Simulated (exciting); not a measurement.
# AgRh (P-6m2) in exciting: a series of runs

The runs below take AgRh through single point, with PBE, PBEsol.

Everything below comes from runs of exciting (release sodium). Logs are shortened: lines on timing, memory, paths and dates and some standing lists are left out, and cuts for length are marked.

## 1. Starting point

It takes space group P-6m2 (No. 187, hexagonal). The conventional cell has a = 2.778 Å, b = 2.778 Å, c = 4.809 Å, α = 90.00°, β = 90.00°, γ = 120.00°. Ag (site symmetry -6m2) is surrounded by 6 Ag at 2.78 Å and 6 Rh at 2.89 Å. Rh (site symmetry -6m2) has 6 Rh at 2.78 Å and 6 Ag at 2.89 Å as nearest neighbours.

The cell comes from a database or a generator and needn't be the stable form of this composition.

## 2. Single point, PBE

The input, input.xml:

```xml
<input>
  <title>AgRh</title>
  <structure speciespath="./" tshift="false">
    <crystal scale="1">
      <basevect>5.248880984614 0.000000000000 0.000000000000</basevect>
      <basevect>-2.624440492307 4.545664274157 0.000000000000</basevect>
      <basevect>0.000000000000 0.000000000000 9.086940822328</basevect>
    </crystal>
    <species speciesfile="Ag.xml" rmt="2.3">
      <atom coord="0.000000000000 0.000000000000 0.500000000000"/>
    </species>
    <species speciesfile="Rh.xml" rmt="2.3">
      <atom coord="0.666666666700 0.333333333300 0.000000000000"/>
    </species>
  </structure>
  <groundstate do="fromscratch" ngridk="11 11 6" rgkmax="9" gmaxvr="14" lmaxapw="10" lmaxmat="10" lmaxvr="8" xctype="GGA_PBE" stype="Gaussian" swidth="0.00183747" nempty="18" ValenceRelativity="iora*" epsengy="1e-05" epspot="1e-05" maxscl="60" tforce="true" outputlevel="low"/>
  <properties>
    <chargedensityplot>
      <plot3d>
        <box grid="14 14 25">
          <origin coord="0 0 0"/>
          <point coord="1 0 0"/>
          <point coord="0 1 0"/>
          <point coord="0 0 1"/>
        </box>
      </plot3d>
    </chargedensityplot>
    <elfplot>
      <plot3d>
        <box grid="14 14 25">
          <origin coord="0 0 0"/>
          <point coord="1 0 0"/>
          <point coord="0 1 0"/>
          <point coord="0 0 1"/>
        </box>
      </plot3d>
    </elfplot>
    <exccplot>
      <plot3d>
        <box grid="14 14 25">
          <origin coord="0 0 0"/>
          <point coord="1 0 0"/>
          <point coord="0 1 0"/>
          <point coord="0 0 1"/>
        </box>
      </plot3d>
    </exccplot>
  </properties>
</input>
```

Potentials or basis: all-electron LAPW+lo, shipped species files, valence relativity iora*.

Launch:

```bash
> OMP_NUM_THREADS=1 exciting_smp
```

INFO.OUT:

```text
================================================================================
EXCITING SODIUM started
[... 10 lines left out ...]

 Lattice vectors (cartesian) :
      5.2488809846      0.0000000000      0.0000000000
     -2.6244404923      4.5456642742      0.0000000000
      0.0000000000      0.0000000000      9.0869408223

 Reciprocal lattice vectors (cartesian) :
      1.1970523480      0.6911184954     -0.0000000000
      0.0000000000      1.3822369907      0.0000000000
      0.0000000000     -0.0000000000      0.6914522093

 Unit cell volume                           :     216.8112345981
 Brillouin zone volume                      :       1.1440837644

 Species :    1 (Ag)
     parameters loaded from                 :    Ag.xml
     name                                   :    silver

     atomic positions (lattice) :
       1 :   0.00000000  0.00000000  0.50000000

 Species :    2 (Rh)
     parameters loaded from                 :    Rh.xml
     name                                   :    rhodium

     atomic positions (lattice) :
       1 :   0.66666667  0.33333333  0.00000000

 Total number of atoms per unit cell        :       2

 Spin treatment                             :    spin-unpolarised

 Number of Bravais lattice symmetries       :      24
 Number of crystal symmetries               :      12

 k-point grid                               :      11   11    6
 Total number of k-points                   :     104
 k-point set is reduced with crystal symmetries

 R^MT_min * |G+k|_max (rgkmax)              :       9.00000000

 G-vector grid sizes                        :      24    24    45
 Total number of G-vectors                  :   10007

 Total nuclear charge                       :     -92.00000000
 Total electronic charge                    :      92.00000000

 Number of empty states                     :      18
 Total number of valence states             :      37

 Exchange-correlation type                  :      20
     Perdew-Burke-Ernzerhof, Phys. Rev. Lett. 77, 3865 (1996)
     Generalised gradient approximation (GGA)

 Smearing scheme                            :    Gaussian
 Smearing width                             :       0.00183747

[... 5 lines left out ...]
* Groundstate module started                                                   *
********************************************************************************
 Output level for this task is set to low

++++++++++++++++++++++++++++++++++++++++++++++++++++++++++++++++++++++++++++++++
[... 5 lines left out ...]
+ SCF iteration number :    1                                                  +
++++++++++++++++++++++++++++++++++++++++++++++++++++++++++++++++++++++++++++++++
 Total energy                               :    -10085.42170237
 _______________________________________________________________
 Fermi energy                               :         0.35343206
 DOS at Fermi energy (states/Ha/cell)       :       119.49463009
 Electron charge: Core leakage              :         0.00000022

++++++++++++++++++++++++++++++++++++++++++++++++++++++++++++++++++++++++++++++++
+ SCF iteration number :    2                                                  +
++++++++++++++++++++++++++++++++++++++++++++++++++++++++++++++++++++++++++++++++
 Total energy                               :    -10097.82818525
 _______________________________________________________________
 Fermi energy                               :         0.34764700
 DOS at Fermi energy (states/Ha/cell)       :        76.20467338
 Electron charge: Core leakage              :         0.00000022

 RMS change in effective potential (target) :  0.419417E-01  ( 0.100000E-04)
 Absolute change in total energy   (target) :   12.4065      ( 0.100000E-04)
 Charge distance                   (target) :  0.754273E-02  ( 0.100000E-04)
 Abs. change in max-nonIBS-force   (target) :   0.00000      ( 0.500000E-04)

++++++++++++++++++++++++++++++++++++++++++++++++++++++++++++++++++++++++++++++++
+ SCF iteration number :    3                                                  +
++++++++++++++++++++++++++++++++++++++++++++++++++++++++++++++++++++++++++++++++
 Total energy                               :    -10102.32385043
 _______________________________________________________________
 Fermi energy                               :         0.33186101
 DOS at Fermi energy (states/Ha/cell)       :        76.42410451
 Electron charge: Core leakage              :         0.00000021

 RMS change in effective potential (target) :  0.242689E-01  ( 0.100000E-04)
 Absolute change in total energy   (target) :   4.49567      ( 0.100000E-04)
 Charge distance                   (target) :  0.392413E-02  ( 0.100000E-04)
 Abs. change in max-nonIBS-force   (target) :   0.00000      ( 0.500000E-04)

++++++++++++++++++++++++++++++++++++++++++++++++++++++++++++++++++++++++++++++++
+ SCF iteration number :    4                                                  +
++++++++++++++++++++++++++++++++++++++++++++++++++++++++++++++++++++++++++++++++
 Total energy                               :    -10106.99948217
 _______________________________________________________________
 Fermi energy                               :         0.31995929
 DOS at Fermi energy (states/Ha/cell)       :        80.30637575
 Electron charge: Core leakage              :         0.00000021
[... 113 lines left out ...]
 RMS change in effective potential (target) :  0.508422E-06  ( 0.100000E-04)
 Absolute change in total energy   (target) :  0.122278E-03  ( 0.100000E-04)
 Charge distance                   (target) :  0.141803E-06  ( 0.100000E-04)
 Abs. change in max-nonIBS-force   (target) :   0.00000      ( 0.500000E-04)

++++++++++++++++++++++++++++++++++++++++++++++++++++++++++++++++++++++++++++++++
+ SCF iteration number :   13                                                  +
++++++++++++++++++++++++++++++++++++++++++++++++++++++++++++++++++++++++++++++++
 Total energy                               :    -10102.55654943
 _______________________________________________________________
 Fermi energy                               :         0.32419262
 DOS at Fermi energy (states/Ha/cell)       :        66.95083456
 Electron charge: Core leakage              :         0.00000021

 RMS change in effective potential (target) :  0.593570E-07  ( 0.100000E-04)
 Absolute change in total energy   (target) :  0.734759E-05  ( 0.100000E-04)
 Charge distance                   (target) :  0.329879E-07  ( 0.100000E-04)
 Abs. change in max-nonIBS-force   (target) :   0.00000      ( 0.500000E-04)

++++++++++++++++++++++++++++++++++++++++++++++++++++++++++++++++++++++++++++++++
+ SCF iteration number :   14                                                  +
++++++++++++++++++++++++++++++++++++++++++++++++++++++++++++++++++++++++++++++++
 Total energy                               :    -10102.55654416
 _______________________________________________________________
 Fermi energy                               :         0.32419261
 DOS at Fermi energy (states/Ha/cell)       :        66.95078891
 Electron charge: Core leakage              :         0.00000021

 RMS change in effective potential (target) :  0.332331E-07  ( 0.100000E-04)
 Absolute change in total energy   (target) :  0.526209E-05  ( 0.100000E-04)
 Charge distance                   (target) :  0.513843E-08  ( 0.100000E-04)
 Abs. change in max-nonIBS-force   (target) :   0.00000      ( 0.500000E-04)

++++++++++++++++++++++++++++++++++++++++++++++++++++++++++++++++++++++++++++++++
| Convergency criteria checked for the last 2 iterations                       +
| Convergence targets achieved. Performing final SCF iteration                 +
++++++++++++++++++++++++++++++++++++++++++++++++++++++++++++++++++++++++++++++++
 Total energy                               :    -10102.55654473
 _______________________________________________________________
 Fermi energy                               :         0.32419263
 DOS at Fermi energy (states/Ha/cell)       :        66.95069845
 Electron charge: Core leakage              :         0.00000021

++++++++++++++++++++++++++++++++++++++++++++++++++++++++++++++++++++++++++++++++
+ Self-consistent loop stopped                                                 +
++++++++++++++++++++++++++++++++++++++++++++++++++++++++++++++++++++++++++++++++
 STATE.OUT is written

--------------------------------------------------------------------------------
- Writing atomic positions and forces                                          -
--------------------------------------------------------------------------------

 Atomic positions (lattice) :
 atom     1  Ag  :     0.00000000    0.00000000    0.50000000
 atom     2  Rh  :     0.66666667    0.33333333    0.00000000

 Total atomic forces including IBS (cartesian) :
 atom     1  Ag  :     0.00000000   -0.00000000    0.00000000
 atom     2  Rh  :     0.00000000    0.00000000    0.00000000

 Atomic force components including IBS (cartesian) :
 atom     1  Ag  :     0.00000000   -0.00000000    0.00000000   HF force
                 :     0.00000000    0.00000000    0.00000000   core correction
                 :     0.00000000   -0.00000000    0.00000000   IBS correction
 atom     2  Rh  :    -0.00000000    0.00000000    0.00000000   HF force
                 :    -0.00000000    0.00000000    0.00000000   core correction
                 :     0.00000000    0.00000000    0.00000000   IBS correction

********************************************************************************
* Groundstate module stopped                                                   *
********************************************************************************

================================================================================
| EXCITING SODIUM stopped                                                      =
================================================================================
```

Wall time 3.6 min (1 thread of Arm Neoverse V1, shared host); peak memory 0.13 GiB.

What came out:

```yaml
Free_energy: -274904.5713 eV
Band_gap_on_the_k_mesh: none (metal or under the smearing width)
```

Levels at points of the mesh, in eV from the Fermi level:
```
           k point  band 15  band 16  band 17  band 18  band 19  band 20  band 21  band 22
(0.00, 0.00, 0.00)    -3.03    -1.75    -1.75     0.14     0.14     0.22     5.39    16.60
(0.00, 0.00, 0.50)    -3.11    -2.44    -1.56    -1.56     0.11     0.11    11.63    12.64
```

Caveat: the log's total energy holds no entropy term; the free energy is that total less TS from the occupations.

## 3. Single point, PBE

The input, input.xml:

```xml
<input>
  <title>AgRh</title>
  <structure speciespath="./" tshift="false">
    <crystal scale="1">
      <basevect>5.248880984614 0.000000000000 0.000000000000</basevect>
      <basevect>-2.624440492307 4.545664274157 0.000000000000</basevect>
      <basevect>0.000000000000 0.000000000000 9.086940822328</basevect>
    </crystal>
    <species speciesfile="Ag.xml" rmt="2.3">
      <atom coord="0.000000000000 0.000000000000 0.500000000000"/>
    </species>
    <species speciesfile="Rh.xml" rmt="2.3">
      <atom coord="0.666666666700 0.333333333300 0.000000000000"/>
    </species>
  </structure>
  <groundstate do="fromscratch" ngridk="11 11 6" rgkmax="9" gmaxvr="14" lmaxapw="10" lmaxmat="10" lmaxvr="8" xctype="GGA_PBE" stype="Gaussian" swidth="0.00367493" nempty="18" ValenceRelativity="iora*" epsengy="1e-05" epspot="1e-05" maxscl="60" tforce="true" outputlevel="high"/>
</input>
```

Potentials or basis: all-electron LAPW+lo, shipped species files, valence relativity iora*.

Launch:

```bash
> OMP_NUM_THREADS=1 exciting_smp
```

It took 2.6 min on 1 thread of Arm Neoverse V1, shared host; peak memory 0.13 GiB.

The run converged. Its results:

```
Free energy                                       : -274904.5763 eV
Band gap on the k mesh                            : none (metal or under the smearing width)
All electrons inside the program's atomic spheres : Ag 45.28; Rh 43.06 (radii Ag 2.3, Rh 2.3 bohr)
Density of states at the Fermi level              : 3.16 states/eV per cell
```

Levels at points of the mesh, in eV from the Fermi level:
```tsv
k point	band 14	band 15	band 16	band 17	band 18	band 19	band 20	band 21	band 22	band 23
(0.00, 0.00, 0.00)	-3.05	-3.05	-1.76	-1.76	0.14	0.14	0.21	5.37	16.59	17.15
(0.00, 0.00, 0.50)	-3.13	-3.13	-2.44	-1.57	-1.57	0.10	0.10	11.62	12.63	16.78
```

Caveat: the log's total energy holds no entropy term; the free energy is that total less TS from the occupations.

## 4. Single point, PBEsol

The input, input.xml:

```xml
<input>
  <title>AgRh</title>
  <structure speciespath="./" tshift="false">
    <crystal scale="1">
      <basevect>5.248880984614 0.000000000000 0.000000000000</basevect>
      <basevect>-2.624440492307 4.545664274157 0.000000000000</basevect>
      <basevect>0.000000000000 0.000000000000 9.086940822328</basevect>
    </crystal>
    <species speciesfile="Ag.xml" rmt="2.3">
      <atom coord="0.000000000000 0.000000000000 0.500000000000"/>
    </species>
    <species speciesfile="Rh.xml" rmt="2.3">
      <atom coord="0.666666666700 0.333333333300 0.000000000000"/>
    </species>
  </structure>
  <groundstate do="fromscratch" ngridk="11 11 6" rgkmax="9" gmaxvr="14" lmaxapw="10" lmaxmat="10" lmaxvr="8" xctype="GGA_PBE_SOL" stype="Gaussian" swidth="0.00073499" nempty="18" ValenceRelativity="iora*" epsengy="1e-05" epspot="1e-05" maxscl="60" tforce="true" outputlevel="normal"/>
  <properties>
    <chargedensityplot>
      <plot3d>
        <box grid="14 14 25">
          <origin coord="0 0 0"/>
          <point coord="1 0 0"/>
          <point coord="0 1 0"/>
          <point coord="0 0 1"/>
        </box>
      </plot3d>
    </chargedensityplot>
    <elfplot>
      <plot3d>
        <box grid="14 14 25">
          <origin coord="0 0 0"/>
          <point coord="1 0 0"/>
          <point coord="0 1 0"/>
          <point coord="0 0 1"/>
        </box>
      </plot3d>
    </elfplot>
    <exccplot>
      <plot3d>
        <box grid="14 14 25">
          <origin coord="0 0 0"/>
          <point coord="1 0 0"/>
          <point coord="0 1 0"/>
          <point coord="0 0 1"/>
        </box>
      </plot3d>
    </exccplot>
  </properties>
</input>
```

Launch:

```bash
> OMP_NUM_THREADS=1 exciting_smp
```

It took 5 min on 1 thread of Arm Neoverse V1, shared host; peak memory 0.13 GiB.

Results (log left out):

```yaml
Free_energy: -274771.9846 eV
Band_gap_on_the_k_mesh: none (metal or under the smearing width)
All_electrons_inside_the_program's_atomic_spheres: Ag 45.26; Rh 43.05 (radii Ag 2.3, Rh 2.3 bohr)
```

Levels at points of the mesh, in eV from the Fermi level:
```csv
k point,band 15,band 16,band 17,band 18,band 19,band 20,band 21,band 22
"(0.00, 0.00, 0.00)",-2.99,-1.76,-1.76,0.16,0.16,0.16,5.36,16.55
"(0.00, 0.00, 0.50)",-3.07,-2.46,-1.56,-1.56,0.12,0.12,11.59,12.59
```

## 5. Summary

| level | smearing | outputlevel | gap on the mesh (eV) |
| --- | --- | --- | --- |
| PBE | gaussian 0.05 eV | low | none |
| PBE | gaussian 0.1 eV | high | none |
| PBEsol | gaussian 0.02 eV | normal | none |

Alike in all rows: task single point; potentials or basis all-electron LAPW+lo, shipped species files, valence relativity iora*; no spin polarisation; cell as given; k mesh 11 × 11 × 6; rgkmax 9.

Every run on the cell as given and a fine mesh finds a metal.

Caveats: the free energy is that total less TS from the occupations (some runs).

Compare energies only between runs with the same functional and basis.
